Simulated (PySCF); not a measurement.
**SiHBr₃: a look at the electrons**

Aim: take SiHBr₃ and analyse its density (charges, bond critical points, surface potential), see where an electron leaves and enters and measure its response to a uniform field.

The runs use PySCF 2.14.0; levels as typed in each script, gas phase, geometry from GFN2-xTB.

## (1) Where the work starts

SMILES `Br[SiH](Br)Br`, 5 atoms, charge 0, spin multiplicity 1.

Bond lengths: Br1–Si2 2.207 Å, Si2–Br3 2.207 Å, Si2–Br4 2.207 Å, Si2–H5 1.440 Å. Angles: Br1–Si2–Br3 109.0°, Br1–Si2–Br4 109.0°, Br1–Si2–H5 110.0°, Br3–Si2–Br4 109.0°, Br3–Si2–H5 110.0°, Br4–Si2–H5 110.0°.

Coordinates:

```tsv
atom	x (Å)	y (Å)	z (Å)
Br1	2.0732	0.0670	0.1062
Si2	-0.0001	0.0000	-0.6474
Br3	-1.0946	1.7619	0.1062
Br4	-0.9786	-1.8290	0.1062
H5	0.0002	0.0003	-2.0879
```

## (2) Density, bond paths and surface potential (PBE/def2-tzvp)

Contents of input.py:

```python
import numpy as np
from pyscf import gto, scf, dft
from pyscf.scf import atom_ks, atom_hf
from scipy.linalg import block_diag

def solve(mol, dm0=None, hcore=None):
    mf = (dft.UKS if mol.spin else dft.RKS)(mol, xc='pbe')
    mf.grids.level = 3
    mf = mf.density_fit(auxbasis='def2-universal-jkfit')
    mf.conv_tol, mf.max_cycle = 1e-8, 80
    if hcore is not None:
        mf.get_hcore = lambda *args: hcore
    mf.kernel(dm0)
    if not mf.converged:
        mf = mf.newton().run(mf.mo_coeff, mf.mo_occ, max_cycle=30)
    assert mf.converged, 'SCF not converged'
    return mf

mol = gto.M(atom='''
Br     2.07324     0.06701     0.10620
Si    -0.00013     0.00003    -0.64743
Br    -1.09463     1.76195     0.10622
Br    -0.97856    -1.82897     0.10621
H      0.00019     0.00028    -2.08789
''', basis='def2-tzvp', charge=0, spin=0, verbose=4)
mf = solve(mol)
mf.analyze()
# spherically averaged free atoms, for the promolecule
atm = atom_ks.get_atm_nrks(mol, xc='pbe')
pro = block_diag(*[(atm[a[0]][2] * atm[a[0]][3]) @ atm[a[0]][2].T for a in mol._atom])
np.savez('result.npz', e=mf.e_tot, c=mf.mo_coeff, occ=mf.mo_occ, eps=mf.mo_energy, pro=pro, dip=mf.dip_moment(verbose=0), s2=mf.spin_square()[0])
```

Command:

```sh
$ OMP_NUM_THREADS=1 python input.py
```

## (4) Removing and adding an electron (PBE/def2-tzvp)

input.py, as its differences from that of step 2:

```diff
@@ -26,3 +26,12 @@
 mf = solve(mol)
-mf.analyze()
+out = dict(e0=mf.e_tot, dm0=mf.make_rdm1(), c=mf.mo_coeff, occ=mf.mo_occ, eps=mf.mo_energy)
+for name, dq, spin in [('cation', 1, 1)]:
+    ion = mol.copy().set(charge=mol.charge + dq, spin=spin).build()
+    mi = solve(ion)
+    if spin and dq > 0 and mol.nao < 130:
+        c, _, stable, _ = mi.stability(return_status=True)
+        if not stable:
+            mi = solve(ion, mi.make_rdm1(c, mi.mo_occ))
+    print(name, 'vertical energy change / eV', (mi.e_tot - mf.e_tot) * 27.211386)
+    out.update({'e_' + name: mi.e_tot, 'dm_' + name: mi.make_rdm1(), 's2_' + name: mi.spin_square()[0], 'eps_' + name: mi.mo_energy, 'occ_' + name: mi.mo_occ})
 # spherically averaged free atoms, for the promolecule
@@ -30,2 +39,2 @@
 pro = block_diag(*[(atm[a[0]][2] * atm[a[0]][3]) @ atm[a[0]][2].T for a in mol._atom])
-np.savez('result.npz', e=mf.e_tot, c=mf.mo_coeff, occ=mf.mo_occ, eps=mf.mo_energy, pro=pro, dip=mf.dip_moment(verbose=0), s2=mf.spin_square()[0])
+np.savez('result.npz', pro=pro, **out)
```

## (6) Response to an electric field (PBE/def2-tzvp)

Contents of input.py:

```python
import numpy as np
from pyscf import gto, scf, dft
from pyscf.scf import atom_ks, atom_hf
from scipy.linalg import block_diag

def solve(mol, dm0=None, hcore=None):
    mf = (dft.UKS if mol.spin else dft.RKS)(mol, xc='pbe')
    mf.grids.level = 3
    mf = mf.density_fit(auxbasis='def2-universal-jkfit')
    mf.conv_tol, mf.max_cycle = 1e-8, 80
    if hcore is not None:
        mf.get_hcore = lambda *args: hcore
    mf.kernel(dm0)
    if not mf.converged:
        mf = mf.newton().run(mf.mo_coeff, mf.mo_occ, max_cycle=30)
    assert mf.converged, 'SCF not converged'
    return mf

mol = gto.M(atom='''
Br     2.07324     0.06701     0.10620
Si    -0.00013     0.00003    -0.64743
Br    -1.09463     1.76195     0.10622
Br    -0.97856    -1.82897     0.10621
H      0.00019     0.00028    -2.08789
''', basis='def2-tzvp', charge=0, spin=0, verbose=4)
field = np.array([0.004, 0.0, 0.0])  # atomic units
mol.set_common_orig(mol.atom_charges() @ mol.atom_coords() / mol.atom_charges().sum())
mf = solve(mol)
out = dict(dm0=mf.make_rdm1(), d0=mf.dip_moment(unit='AU'), e0=mf.e_tot)
for name, sign in (('p', 1), ('m', -1)):
    h = mf.get_hcore() + sign * np.einsum('x,xij->ij', field, mol.intor('int1e_r'))
    mi = solve(mol, mf.make_rdm1(), h)
    out.update({'dm' + name: mi.make_rdm1(), 'd' + name: mi.dip_moment(unit='AU'), 'e' + name: mi.e_tot})
# spherically averaged free atoms, for the promolecule
atm = atom_ks.get_atm_nrks(mol, xc='pbe')
pro = block_diag(*[(atm[a[0]][2] * atm[a[0]][3]) @ atm[a[0]][2].T for a in mol._atom])
np.savez('result.npz', pro=pro, **out)
```

(Steps that only read results are left out.)

Before running it: what results should come out? Wanted: dipole moment; HOMO, LUMO; vertical ionisation energy; polarisability along the field.

**Answer**, as computed:

```
                                      quantity            value
                 dipole moment (PBE/def2-tzvp)           0.67 D
                    HOMO, LUMO (PBE/def2-tzvp)  -7.28, -1.93 eV
    vertical ionisation energy (PBE/def2-tzvp)          9.96 eV
polarisability along the field (PBE/def2-tzvp)       93.1 bohr³
```

**Reading.** At PBE/def2-tzvp: The highest Hirshfeld charge is on Si2 (+0.26 e), the lowest on Br1, Br3 and Br4 (−0.07 e). The ionisation energy from two SCF runs, 9.96 eV, lies 2.7 eV above −ε(HOMO) = 7.28 eV of the same level, PBE/def2-tzvp, since self-interaction lifts this functional's HOMO. The geometry was not optimised at these levels.
